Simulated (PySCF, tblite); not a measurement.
**C₂H₈GeOSi, a small gas-phase stand-in for a defect centre: NMR shifts, core binding energies and electronic excitations**

Wanted: the NMR shifts, core binding energies and electronic excitations for `C[O][Ge][CH2][SiH3]`. It is drawn as: twofold Ge.

Programs: tblite 0.8.0 and PySCF 2.14.0. All values are calculated, for the isolated system unless a continuum is named. Atoms count from 0, parts from 1.

## (1) The system as given

13 atoms, charge 0, multiplicity 1; geometry: distance geometry start.

## (2) Geometry optimisation with GFN2-xTB

What the job is given:

```
{"job": {"kind": "relax", "xc": "GFN2-xTB", "basis": "xTB"}, "charge": 0, "multiplicity": 1}
Ge     0.477174    -0.674717    -1.412623
C     -0.902113    -0.729939    -0.009866
Si    -2.463336     0.079571    -0.467625
O      1.531058     0.743604    -1.116279
C      2.646563     0.436470    -0.378602
H     -0.441815    -0.244362     0.886249
H     -1.091119    -1.790394     0.264470
H     -3.070598    -0.383615    -1.743780
H     -3.436001    -0.245938     0.591742
H     -2.253917     1.541415    -0.441160
H      2.834212    -0.627141    -0.196454
H      3.545863     0.846689    -0.925818
H      2.578728     1.056183     0.542195
```

With the program's defaults for keys left out, this is: GFN2-xTB geometry optimisation, gas phase.

On the command line:

```console
OMP_NUM_THREADS=1 python cluster_run.py task.json out
```

This one command runs all jobs of the session in turn.

**Question.** The jobs that follow are: PBE0-D3(BJ)/def2-SVP geometry optimisation, gas phase; GIAO PBE0/pcSseg-1 NMR shielding, non-relativistic, gas phase; delta-SCF UKS SCAN, pcX-2 on the ionised atom, pcseg-1 elsewhere, spin-free X2C; TDDFT CAM-B3LYP/def2-SVPD, vertical, gas phase, core orbitals frozen in the response. Predict: point group; rotational constants (main isotopes); ¹³C shifts against TMS (PBE0/pcSseg-1); ¹H shifts against TMS (PBE0/pcSseg-1); ⁷³Ge shifts against GeMe4 (PBE0/pcSseg-1); ²⁹Si shifts against TMS (PBE0/pcSseg-1); ¹⁷O shifts against H2O (PBE0/pcSseg-1); potential on the surface of density 0.002 e/bohr³, 1st and 99th percentile; C1s binding energies, SCAN/pcX-2; Si2p binding energies, SCAN/pcX-2; O1s binding energies, SCAN/pcX-2; lowest singlet (CAM-B3LYP/def2-SVPD); brightest single state of those computed; lowest triplet; vertical ionisation energy (ΔSCF); vertical electron affinity (ΔSCF).

The runs gave:

| quantity | value |
| --- | --- |
| point group | C1 |
| rotational constants (main isotopes) | 3.21, 1.63, 1.19 GHz |
| ¹³C shifts against TMS (PBE0/pcSseg-1) | 57.7, 25.9 ppm |
| ¹H shifts against TMS (PBE0/pcSseg-1) | 4.68, 4.20, 4.09, 4.03, 3.88, 3.85, 1.55, 1.03 ppm |
| ⁷³Ge shifts against GeMe4 (PBE0/pcSseg-1) | 752 ppm |
| ²⁹Si shifts against TMS (PBE0/pcSseg-1) | -88.7 ppm |
| ¹⁷O shifts against H2O (PBE0/pcSseg-1) | 261.2 ppm |
| potential on the surface of density 0.002 e/bohr³, 1st and 99th percentile | -1.31 V and 1.48 V |
| C1s binding energies, SCAN/pcX-2 | C4 292.05, C1 289.56 eV |
| Si2p binding energies, SCAN/pcX-2 | Si2 106.81 eV |
| O1s binding energies, SCAN/pcX-2 | O3 537.46 eV |
| lowest singlet (CAM-B3LYP/def2-SVPD) | 3.47 eV (357 nm), f = 0.018 |
| brightest single state of those computed | state 4, 6.06 eV, f = 0.151 |
| lowest triplet | 2.41 eV |
| vertical ionisation energy (ΔSCF) | 8.75 eV |
| vertical electron affinity (ΔSCF) | 0.28 eV |

In words: The start of the PBE0/def2-SVP relaxation was shaken at random by about 0.01 Å, so part of the energy gained, and of the first lengths quoted, undoes that. Relaxing lowered the energy by 0.123 eV in 11 steps; the close pair that moved most is Si2–H7, from 1.439 to 1.498 Å (PBE0/def2-SVP). Hydrogens of an XH3 group are listed apart at this fixed geometry; free rotation makes them one line at their mean. At PBE0/pcSseg-1: The largest span, 1832 ppm, is at Ge0, where the paramagnetic term is -2175 ppm. At PBE0/pcSseg-1, counted by nearest atom on the grid, the HOMO lies on Ge0 56 %; C1 24 %, the LUMO on Ge0 71 %; O3 12 %. At SCAN/pcX-2: The C1s levels kept as sound span 2.49 eV, from C1 (carbon bonded to Ge, Si, 2 H) up to C4 (carbon bonded to O, 3 H). The lowest singlet, at 3.47 eV, is HOMO→LUMO 0.98 and is weak; of the 6 states computed, the strongest absorption comes from state 4 at 6.06 eV. The lowest triplet lies 1.06 eV below the lowest singlet (triplets in Tamm-Dancoff, singlets in full TDDFT). ΔSCF puts the ionisation energy at 8.75 eV, 0.79 eV above −ε(HOMO). Spin-orbit coupling is left out, which matters for shieldings and couplings at and beside the heavy atoms. A capped cluster stands for the solid here, so long-range fields and strain are missing, and bands or shifts of the capping hydrogens have no counterpart in it.
